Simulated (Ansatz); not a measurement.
**Re: response to strain**

Re is deformed so: equal xy, yz and zx engineering shear strains of +3 %. What stress and forces result, by LAPW, PAW and all-electron datasets made for the crystal?

Method: DFT LDA, scalar-relativistic, in Ansatz 0.2.0.

## 1. Starting point

Symmetry: Fm-3m, No. 225, cubic system. The conventional cell has a = 3.950 Å, b = 3.950 Å, c = 3.950 Å, α = 90.00°, β = 90.00°, γ = 90.00°. Re (site symmetry m-3m) is surrounded by 12 Re at 2.79 Å.

Coordinates:

```cif
data_structure
_symmetry_space_group_name_H-M 'P 1'
_symmetry_Int_Tables_number 1
_cell_length_a 2.7931
_cell_length_b 2.7931
_cell_length_c 2.7931
_cell_angle_alpha 60.000
_cell_angle_beta 60.000
_cell_angle_gamma 60.000
_cell_volume 15.41
loop_
_atom_site_label
_atom_site_type_symbol
_atom_site_fract_x
_atom_site_fract_y
_atom_site_fract_z
_atom_site_occupancy
Re1 Re 0.00000 0.00000 0.00000 1
```

## 2. After the deformation

Space group Fm-3m before, R-3m after.

## 3. LAPW, all electrons

Contents of input.yaml:

```yaml
crystal:
  lattice:
    - [0.05925, 2.004625, 2.004625]
    - [2.004625, 0.05925, 2.004625]
    - [2.004625, 2.004625, 0.05925]
  atoms:
    - { symbol: Re, position: [0.0, 0.0, 0.0] }
kpoints:
  mp_grid: { grid: [14, 14, 14] }
  band_path:
    path:
      - [0.0, 0.0, 0.0]
      - [0.5, 0.5, 0.5]
      - [0.2428775097, 0.5, 0.7571224903]
      - [-0.2428775097, 0.2428775097, 0.5]
      - [0.0, 0.0, 0.5]
      - [0.0, 0.0, 0.0]
      - [-0.3714387548, 0.0, 0.3714387548]
      - [0.0, 0.3714387548, 0.6285612452]
      - [0.0, 0.5, 0.5]
    npoints: 5
scf:
  occupations: { method: fermi_dirac, width: 0.03 }
hamiltonian:
  xc: lda
  pseudopotentials: { kind: all_electron, lapw: { basis_error: 0.001 } }
output:
  forces: true
  stress: true
  eigenvalues: true
```

The run is started by

```console
ansatz run input.yaml --threads 1 --pin off --max-ram 3072MiB --backend cpu --events-out ev --progress --plain --runs-dir out
```

## 4. Frozen-core PAW

Contents of input.yaml:

```yaml
crystal:
  lattice:
    - [0.05925, 2.004625, 2.004625]
    - [2.004625, 0.05925, 2.004625]
    - [2.004625, 2.004625, 0.05925]
  atoms:
    - { symbol: Re, position: [0.0, 0.0, 0.0] }
kpoints:
  mp_grid: { grid: [14, 14, 14] }
scf:
  occupations: { method: fermi_dirac, width: 0.03 }
hamiltonian:
  xc: lda
  pseudopotentials: { kind: paw }
output:
  forces: true
  stress: true
  eigenvalues: true
  efg: { contact_densities: true }
```

## 5. All-electron PAW on datasets made for the crystal

input.yaml, as its differences from that of step 4:

```diff
@@ -13,3 +13,3 @@
   xc: lda
-  pseudopotentials: { kind: paw }
+  pseudopotentials: { kind: all_electron, datasets: crystal }
 output:
```

(Steps that only read results are left out.)

What does the calculation give? Wanted: pressure; largest shear or deviatoric stress.

As calculated:

```
                                 quantity                                                 value
                                 pressure  LAPW -22.77, PAW -22.87, crystal datasets -22.77 GPa
largest shear or deviatoric stress (LAPW)                                              5.22 GPa
```

What this shows: The largest part of the stress beyond the pressure is 5.22 GPa in size. No run of the undeformed cell stands beside it, so the pressure holds what the given cell had before the change. PAW: stress within 0.10 GPa of LAPW. Crystal datasets: stress within 0.01 GPa of LAPW. Spin-orbit coupling is left out, though the cell holds Re; in elements this heavy it can shift bands and gaps by tenths of an eV.
